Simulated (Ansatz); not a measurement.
The system is Al3Pd.

```
CELL_PARAMETERS angstrom
3.94691 0.00000 0.00000
0.00000 3.94691 0.00000
0.00000 0.00000 3.94691
ATOMIC_POSITIONS crystal
Pd 0.00000 0.00000 0.00000
Al 0.50000 0.50000 0.00000
Al 0.50000 0.00000 0.50000
Al 0.00000 0.50000 0.50000
```

The cell comes from a database or a generator and needn't be the stable form of this composition.

```yaml
Program: Ansatz 0.2.0
Task: single point
Functional: PBE
Potentials_or_basis: Ansatz PAW
Cutoff: "420 eV (not typed: the program's choice for these potentials)"
k_mesh: 7 × 7 × 7
Occupations: fermi-dirac, width 0.05 eV
Spin: no spin polarisation
```

On this cell: pressure 1.4 GPa; largest force zero by symmetry; band gap on the k mesh none (metal or under the smearing width).

The same run follows on a disturbed copy (atoms moved at random, drawn with an rms of 0.05 Å):

```xyz
4
Lattice="3.9469 0.0000 0.0000 0.0000 3.9469 0.0000 0.0000 0.0000 3.9469" Properties=species:S:1:pos:R:3 pbc="T T T"
Pd   -0.0030    0.0018    0.0085
Al    1.9197    1.9442    0.0799
Al    1.9327    0.0181    1.9685
Al   -0.0102    1.9869    1.9859
```

Q: What does the disturbed cell give?

A: The energy (extrapolated to zero smearing) moves by +7.5 meV/atom; pressure 1.6 GPa; largest force 0.555 eV/Å; band gap on the k mesh none (metal or under the smearing width).

Forces on the atoms (eV/Å):
```
Pd  -0.102 -0.037 -0.068
Al   0.213  0.203 -0.471
Al   0.152 -0.171  0.310
Al  -0.263  0.005  0.229
```

Stress tensor (GPa, compression positive):
```
 1.55  0.07 -0.11
 0.07  1.68 -0.19
-0.11 -0.19  1.70
```
